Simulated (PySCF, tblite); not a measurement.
# C4H12NSi radical: geometry, infrared bands and EPR parameters

Aim: predict the infrared bands and EPR parameters of C4H12NSi radical (`CC(C)(N)C[SiH2]`).

Programs: tblite 0.8.0 and PySCF 2.14.0, with density-fitted response routines of our own. Each step states its level of theory. These are calculated values for one molecule in the gas phase, unless marked as measured. Atoms count from 0, in the outputs and in this text.

### 1 The starting structure

18 atoms, charge 0, multiplicity 2; geometry from: force field or distance geometry start.

Bonds of the start (Å): C0–C1 1.51, C1–C2 1.48, C1–N3 1.46, C1–C4 1.51, C4–Si5 1.85, C0–H6 1.12, C0–H7 1.11, C0–H8 1.11, C2–H9 1.12, C2–H10 1.10, C2–H11 1.14, N3–H12 1.06, N3–H13 1.03, C4–H14 1.13, C4–H15 1.11, Si5–H16 1.47, Si5–H17 1.47.

### 2 Relaxing the molecule with GFN2-xTB

What the job is given:

```
{"job": {"kind": "relax", "xc": "GFN2-xTB", "basis": "xTB"}, "charge": 0, "multiplicity": 2}
C      0.191800    -0.603200     1.357400
C     -0.385600     0.048200     0.128700
C     -1.686100    -0.492000    -0.331500
N     -0.578300     1.467300     0.405900
C      0.615300    -0.157800    -0.985400
Si     2.202200     0.644100    -0.490400
H     -0.528600    -0.547500     2.218100
H      1.129000    -0.077700     1.653800
H      0.467100    -1.659300     1.151900
H     -1.573800    -0.864000    -1.384100
H     -2.187200    -1.218000     0.324900
H     -2.407700     0.378600    -0.451300
H     -1.434200     1.596300     1.012800
H     -0.715100     1.987100    -0.477600
H      0.198700     0.252200    -1.951300
H      0.738000    -1.250700    -1.102500
H      3.097400     0.657300    -1.655000
H      2.848400    -0.154700     0.563800
```

The run is started by

```bash
> OMP_NUM_THREADS=1 python probes_run.py task.json out
```

The driver reads the jobs from task.json and runs them one after another.

Log:

```text
step      E/eV     max force
  0    -523.47077    3.007
  1    -523.71211    0.704
  2    -523.77403    0.617
  3    -523.83232    0.640
  4    -523.89601    0.593
  5    -523.93597    0.509
  6    -523.96880    0.437
  7    -524.00027    0.452
  8    -524.02604    0.449
  9    -524.04378    0.333
 10    -524.05536    0.251
 11    -524.06455    0.250
 12    -524.07313    0.244
 13    -524.07988    0.196
 14    -524.08509    0.179
 15    -524.09007    0.206
 16    -524.09483    0.179
 17    -524.09804    0.119
 18    -524.09965    0.096
 19    -524.10069    0.083
 20    -524.10193    0.101
 21    -524.10331    0.105
 22    -524.10442    0.061
 23    -524.10516    0.067
 24    -524.10581    0.061
 25    -524.10654    0.080
 26    -524.10730    0.068
 27    -524.10800    0.061
 28    -524.10869    0.062
 29    -524.10943    0.077
 30    -524.11019    0.072
 31    -524.11086    0.058
 32    -524.11150    0.065
 33    -524.11228    0.076
 34    -524.11328    0.087
 35    -524.11433    0.076
 36    -524.11526    0.064
 37    -524.11608    0.057
 38    -524.11696    0.089
 39    -524.11793    0.082
 40    -524.11881    0.066
 41    -524.11954    0.052
 42    -524.12025    0.059
 43    -524.12096    0.070
 44    -524.12164    0.057
 45    -524.12229    0.056
 46    -524.12299    0.077
 47    -524.12384    0.088
 48    -524.12486    0.091
 49    -524.12593    0.097
 50    -524.12682    0.073
 51    -524.12755    0.055
 52    -524.12812    0.064
 53    -524.12879    0.066
 54    -524.12976    0.100
 55    -524.13130    0.133
 56    -524.13365    0.140
 57    -524.13701    0.140
 58    -524.14051    0.163
 59    -524.14372    0.185
 60    -524.14748    0.182
 61    -524.15188    0.170
 62    -524.15516    0.182
 63    -524.15786    0.161
 64    -524.16046    0.159
 65    -524.16282    0.104
 66    -524.16578    0.093
 67    -524.16852    0.116
 68    -524.17228    0.176
 69    -524.17559    0.185
 70    -524.18059    0.265
 71    -524.18489    0.182
 72    -524.19134    0.135
 73    -524.19536    0.141
 74    -524.19972    0.138
 75    -524.20403    0.151
 76    -524.20715    0.124
 77    -524.20929    0.109
 78    -524.21136    0.119
 79    -524.21409    0.098
 80    -524.21736    0.098
 81    -524.22010    0.091
 82    -524.22151    0.081
 83    -524.22247    0.074
 84    -524.22335    0.076
 85    -524.22451    0.086
 86    -524.22583    0.070
 87    -524.22681    0.075
 88    -524.22735    0.066
 89    -524.22785    0.059
 90    -524.22849    0.063
 91    -524.22942    0.056
 92    -524.23042    0.062
 93    -524.23118    0.061
 94    -524.23168    0.054
 95    -524.23216    0.053
 96    -524.23269    0.049
 97    -524.23318    0.049
 98    -524.23357    0.044
 99    -524.23391    0.041
100    -524.23425    0.040
101    -524.23458    0.030
102    -524.23483    0.026
103    -524.23503    0.042
104    -524.23524    0.032
105    -524.23555    0.033
106    -524.23582    0.035
107    -524.23608    0.031
108    -524.23646    0.034
109    -524.23681    0.035
110    -524.23705    0.023
111    -524.23715    0.021
112    -524.23719    0.018
113    -524.23723    0.012
114    -524.23727    0.012
115    -524.23731    0.014
116    -524.23734    0.012
117    -524.23736    0.011
118    -524.23738    0.011
119    -524.23741    0.016
120    -524.23745    0.021
121    -524.23751    0.022
122    -524.23757    0.017
123    -524.23762    0.016
124    -524.23765    0.013
125    -524.23769    0.013
126    -524.23772    0.012
127    -524.23775    0.011
128    -524.23777    0.009
```

It took 0.81 s on 1 thread of Arm Neoverse V1, shared host.

The steps of the relaxation: (not every step is listed)

```csv
step,energy from step 0 (eV),largest force (eV/Å)
0,0.0000,3.0072
1,-0.2413,0.7041
2,-0.3033,0.6166
3,-0.3615,0.6402
4,-0.4252,0.5930
5,-0.4652,0.5089
6,-0.4980,0.4366
7,-0.5295,0.4515
8,-0.5553,0.4491
19,-0.6299,0.0829
30,-0.6394,0.0716
41,-0.6488,0.0516
52,-0.6573,0.0638
63,-0.6871,0.1615
74,-0.7289,0.1384
85,-0.7537,0.0856
96,-0.7619,0.0489
107,-0.7653,0.0314
118,-0.7666,0.0114
123,-0.7668,0.0155
124,-0.7669,0.0134
125,-0.7669,0.0127
126,-0.7669,0.0124
127,-0.7670,0.0106
128,-0.7670,0.0095
```

Close pairs (by a distance rule), those that changed most:

```csv
bond,before (Å),after (Å),change (Å)
C1–C2,1.482,1.537,+0.056
C4–Si5,1.846,1.898,+0.053
C2–H11,1.137,1.090,-0.047
N3–H12,1.057,1.015,-0.042
C4–H14,1.129,1.092,-0.037
C0–H6,1.124,1.089,-0.035
C2–H9,1.122,1.088,-0.034
C0–H7,1.115,1.086,-0.028
```

The final coordinates are the input of the step that follows.

### 3 Infrared spectrum with GFN2-xTB

What the job is given:

```
{"job": {"kind": "ir", "xc": "GFN2-xTB", "basis": "xTB"}, "charge": 0, "multiplicity": 2}
C      0.017578    -0.775558     1.365649
C     -0.380161     0.004444     0.112796
C     -1.763354    -0.466511    -0.364716
N     -0.363449     1.424131     0.457511
C      0.665088    -0.176995    -0.988389
Si     2.238378     0.809244    -0.593453
H     -0.744310    -0.669702     2.136446
H      0.955757    -0.391224     1.755233
H      0.132969    -1.832282     1.137812
H     -1.734028    -1.519528    -0.635025
H     -2.506785    -0.334602     0.421138
H     -2.079999     0.102475    -1.238500
H     -0.982654     1.614388     1.238908
H     -0.675904     1.979810    -0.331872
H      0.251591     0.180468    -1.934007
H      0.880147    -1.238747    -1.124859
H      2.977408     1.142103    -1.809402
H      3.102969     0.154403     0.383072
```

Log:

```text
mode    cm-1     km/mol
  1     -44.3      2.36
  2     109.1      1.54
  3     159.7      9.33
  4     198.1      0.23
  5     233.8      0.47
  6     300.8     29.04
  7     322.8     11.22
  8     330.6      8.26
  9     403.9      2.29
 10     431.6      2.62
 11     464.2     19.62
 12     502.3     34.20
 13     541.6     31.42
 14     751.3     25.28
 15     781.9    147.96
 16     796.1    126.41
 17     823.7     14.90
 18     938.1     82.72
 19     951.3     25.39
 20     968.1      2.38
 21     978.8      3.24
 22    1010.9     16.71
 23    1065.2      7.08
 24    1094.1     20.31
 25    1163.7     55.30
 26    1260.1     23.60
 27    1274.6     46.92
 28    1313.9     19.83
 29    1399.3      8.97
 30    1414.2      5.10
 31    1479.9      0.25
 32    1492.0      1.25
 33    1495.0      1.98
 34    1504.3      0.93
 35    1507.6      2.10
 36    1559.8     32.77
 37    2263.5    279.40
 38    2279.7    460.14
 39    2950.3     47.22
 40    2969.8     31.05
 41    3003.6     36.94
 42    3010.5     40.86
 43    3016.0     69.70
 44    3031.6      7.58
 45    3038.0     52.65
 46    3053.1     27.05
 47    3383.1      9.16
 48    3410.5     11.27
```

It took 0.56 s on 1 thread of Arm Neoverse V1, shared host.

Which atoms move in the most intense modes:

```csv
cm⁻¹,km/mol,atoms
782,148.0,"H16 30 %, C4 16 %, H17 16 %, H14 15 %"
796,126.4,"C4 27 %, H15 25 %, H17 17 %, Si5 10 %"
938,82.7,"H13 25 %, H12 16 %, N3 14 %, H7 10 %"
1164,55.3,"C1 34 %, H14 12 %, H7 12 %"
2264,279.4,H16 90 %
2280,460.1,H17 90 %
3016,69.7,H6 86 %
3038,52.6,"H8 74 %, H9 18 %"
```

### 4 EPR parameters: B3LYP/pcH-1

The job, as its differences from that of step 3:

```diff
@@ -1,2 +1,2 @@
-{"job": {"kind": "ir", "xc": "GFN2-xTB", "basis": "xTB"}, "charge": 0, "multiplicity": 2}
+{"job": {"kind": "epr", "basis": "pcH-1"}, "charge": 0, "multiplicity": 2}
 C      0.017578    -0.775558     1.365649
```

With the program's defaults for keys left out, this is: UKS B3LYP, pcH-1 on C H N Si, non-relativistic, mean-field spin-orbit, GIAO.

Log:

```text
UKS, coarse grid
  cycle   1  E = -503.79878121  |g| = 4.09e-01
  cycle   2  E = -503.74411789  |g| = 5.25e-01
  cycle   3  E = -503.87736820  |g| = 6.11e-02
  cycle   4  E = -503.87870488  |g| = 3.04e-02
  cycle   5  E = -503.87911373  |g| = 4.81e-03
  cycle   6  E = -503.87912439  |g| = 2.16e-03
  cycle   7  E = -503.87912652  |g| = 7.20e-04
UKS, final grid
  cycle   1  E = -503.87913967  |g| = 9.72e-04
  cycle   2  E = -503.87913919  |g| = 1.47e-03
  cycle   3  E = -503.87914009  |g| = 6.24e-05
  cycle   4  E = -503.87914009  |g| = 3.17e-05
  cycle   5  E = -503.87914009  |g| = 1.13e-05
E = -503.87914009 Eh   <S^2> = 0.7517 (exact 0.7500)
g shifts (ppm)      1          2          3
  rmc          -140       -140       -140
  gc             21         32         31
  oz_so        -109       1897       2113
  total        -227       1789       2004
hyperfine (MHz)  atom isotope    a_iso     a_fc   dipolar eigenvalues
    0   13C      -0.69      -0.69     -0.38     -0.32      0.70
    1   13C       2.95       2.95     -1.13      0.05      1.08
    2   13C       4.24       4.24     -0.25     -0.19      0.44
    3   14N      22.91      22.92     -2.72     -2.48      5.20
    4   13C      -2.28      -2.30     -2.55     -1.97      4.52
    5  29Si    -526.57    -527.68   -174.29     86.68     87.61
    6    1H       0.16       0.16     -0.99     -0.75      1.74
    7    1H       0.02       0.01     -2.41     -1.96      4.38
    8    1H      -0.07      -0.07     -1.08     -0.88      1.97
    9    1H       0.46       0.46     -0.84     -0.57      1.42
   10    1H      -0.36      -0.36     -0.84     -0.57      1.41
   11    1H      -0.14      -0.13     -0.94     -0.70      1.64
   12    1H       1.09       1.09     -4.43     -1.87      6.30
   13    1H      -3.07      -3.07     -5.00     -1.37      6.36
   14    1H      -0.41      -0.42     -3.19     -2.13      5.32
   15    1H      38.29      38.29     -3.61      0.05      3.56
   16    1H      36.11      36.09    -10.50      1.64      8.86
   17    1H      27.70      27.67    -10.18      1.30      8.88
```

It took 73 s on 1 thread of Arm Neoverse V1, shared host; peak memory 0.98 GiB.

Principal g values 2.00209, 2.00411, 2.00432; g(iso) = 2.00351, against 2.00232 for a free electron.

Mean a(iso) over the nuclei that a row names, and the largest dipolar term of the row (other rows stand at the frozen geometry):

```csv
nuclei,isotope,a(iso) (MHz),"a(iso) (G, at g = 2.0023)",largest dipolar term (MHz)
Si5,29Si,-526.6,-187.9,-174.3
"H16, H17",1H,31.9,11.4,-10.5
N3,14N,22.9,8.2,5.2
"H14, H15",1H,18.9,6.8,5.3
C1,13C,2.9,1.1,-1.1
C4,13C,-2.3,-0.8,4.5
"C0, C2",13C,1.8,0.6,0.7
"H12, H13",1H,-1.0,-0.4,6.4
"H6, H7, H8, H9, H10, H11",1H,0.0,0.0,4.4
```

Mulliken spin populations:

C0 0.00; C1 0.00; C2 0.00; N3 0.04; C4 -0.01; Si5 0.96; H6 0.00; H7 0.00; H8 0.00; H9 0.00; H10 0.00; H11 0.00; H12 0.00; H13 0.00; H14 0.00; H15 0.01; H16 0.00; H17 0.00

In first order the couplings over 0.8 MHz of 1H, 14N give 81 distinct lines over 53.3 G, if the averaged nuclei exchange fast; the same motion can average rows kept apart here too.

The fields below are evaluated on a grid from the run's orbitals.

ELF in a plane through or near 9 of the atoms.

Ten even steps from ' ' (0.00) to '@' (1.00):
```
                                                        
                                                        
                                                        
                                ::++--..                
        ..--::        ==++::  ..%%@@@@++                
      --%%@@@@++    ..##@@**  --@@@@@@##..              
    ..##@@@@@@%%::  ::##%%++  ::@@@@@@++..              
    ::%%@@@@@@@@==::==++**--  ::**%%##++==::            
    ..##@@@@@@++....%%##++##==##%%==%%@@@@@@++          
      ..++%%**..##--##%%**%%::--%%**@@@@@@@@**          
          ::--..++..++++--++==--++--##@@@@@@++          
          ==%%%%++--::..  ==@@%%==    --**++..          
        ::@@@@@@@@%%    ==**::--####--                  
        --@@@@@@@@##  ==@@@@----@@@@@@==                
        ::@@@@@@@@::  ##@@@@####@@@@@@%%                
          ::**##--    **@@@@==--##@@%%==                
                      ..**++..  ::----                  
                                                        
                                                        
                                                        
```
The map spans 12.2 Å across and 9.2 Å up, centred on the molecule. Atoms in the plane (x, y in Å): C0 (0.5, -1.5), C1 (0.4, 0.0), Si5 (-2.4, 0.1), H6 (1.4, -1.9), H7 (-0.4, -2.0), H10 (2.5, 0.3), H11 (1.6, 1.8), H16 (-3.5, 1.1), H17 (-2.9, -1.3).

On the surface of density 0.002 e/bohr³ the electrostatic potential runs, from the 1st to the 99th percentile, from -1.40 V near N3 to 1.44 V near H12.

The spin density lies nearest to Si5 63 %; H16, H17 about 11 % each.

### 5 Summary of results

| quantity | value |
| --- | --- |
| strongest single infrared mode (GFN2-xTB) | 2280 cm⁻¹, 460 km/mol |
| zero-point energy (GFN2-xTB) | 95.0 kcal/mol |
| g(iso) (B3LYP) | 2.00351 |
| ⟨S²⟩ | 0.752 (exact 0.75) |
| largest a(iso) (averaged by class) | 29Si on Si5, -526.6 MHz |
| potential on the surface of density 0.002 e/bohr³, 1st and 99th percentile | -1.40 V and 1.44 V |

Over 128 steps the energy fell by 0.767 eV; of the close pairs, C1–C2 changed most, 1.482 to 1.537 Å. The lowest mode is imaginary (44i cm⁻¹), so the xTB geometry is not a minimum: the zero-point energy counts the real modes alone, and all values at this geometry belong to a saddle point. The strongest single mode, at 2280 cm⁻¹, moves mainly H17. GFN2-xTB is a fitted tight-binding method: band positions and strengths are rough. Its intensities can rank the bands wrongly. Most of the unpaired spin sits on Si5 (0.96 e). The isotropic g lies 1.2 ppt above the free-electron value. These values are for one conformer; the search (at its own cheap level) found 2 more, at 0.01, 1.00 kcal/mol (those within 0.05 may be mirror or relabelled copies), and measured spectra average over such forms.
